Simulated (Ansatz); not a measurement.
# C2HClFSi radical: basis-set convergence

An exercise on one series of results from a longer session: the logs are not shown, and one member is left open.

The runs use Ansatz 0.2.0, Gaussian basis; one geometry, several basis sets.

Levels to be run: PBE0-D4/def2-SVP; ωB97M-V/def2-SVP; PBE0-D4/def2-QZVPP; ωB97M-V/def2-QZVPP; the functionals' def2-TZVPP values are taken from earlier runs.

## The relaxed structure

An earlier PBE0-D4 in a triple-zeta def2 set relaxation fixed the geometry.

SMILES `C#C[Si](F)Cl`, 6 atoms, charge 0, spin multiplicity 2.

Atoms are counted from 1 here; the program's logs count them from 0.

Bond lengths: C1–C2 1.207 Å, C1–H6 1.067 Å, C2–Si3 1.806 Å, Si3–F4 1.592 Å, Si3–Cl5 2.039 Å. Angles: C2–C1–H6 178.9°, C1–C2–Si3 172.0°, C2–Si3–F4 109.1°, C2–Si3–Cl5 110.3°, F4–Si3–Cl5 108.4°.

Set-up of the first run:

in.yaml

```yaml
crystal:
  periodic: [false, false, false]
  atoms:
    - {symbol: C, position_ang: [-1.695060, 0.189852, -0.451191]}
    - {symbol: C, position_ang: [-0.557856, -0.041685, -0.118319]}
    - {symbol: Si, position_ang: [1.087735, -0.629179, 0.338839]}
    - {symbol: F, position_ang: [1.409002, -0.169809, 1.828690]}
    - {symbol: Cl, position_ang: [2.494466, 0.172649, -0.900886]}
    - {symbol: H, position_ang: [-2.696087, 0.414170, -0.743234]}
basis:
  gaussian: {orbitals: def2-SVP}
magnetization: {spin_polarized: true, initial_magnetization: 1}
hamiltonian: {xc: pbe0, dispersion: d4}
output: {orbitals: {seedname: orbitals}}
```

Command:

```console
> ansatz run in.yaml --threads 4 --pin off --events-out ev --progress --plain --max-ram 10444MiB
```

Among the steps run: PBE0-D4 in def2-SVP; ωB97M-V in def2-SVP; PBE0-D4 in def2-QZVPP; ωB97M-V in def2-QZVPP.

One table of the session follows, with a row left open; its other results are not shown here.

It belongs to the step «Density functionals: the series». 

| functional | basis | HOMO (eV) | LUMO (eV) |
| --- | --- | --- | --- |
| PBE0-D4 | def2-SVP | -6.71 | -2.94 |
| PBE0-D4 | def2-TZVPP | -6.82 | -2.98 |
| PBE0-D4 | def2-QZVPP | -6.85 | -3.02 |
| ωB97M-V | def2-SVP | ? | ? |
| ωB97M-V | def2-TZVPP | -8.56 | -1.35 |
| ωB97M-V | def2-QZVPP | -8.60 | -1.43 |

**Question.** Estimate the row for ωB97M-V, def2-SVP.

**Answer.** HOMO (eV): -8.42; LUMO (eV): -1.27. In the column «HOMO (eV)» it lies between ωB97M-V, def2-TZVPP (-8.56) and PBE0-D4, def2-QZVPP (-6.85).
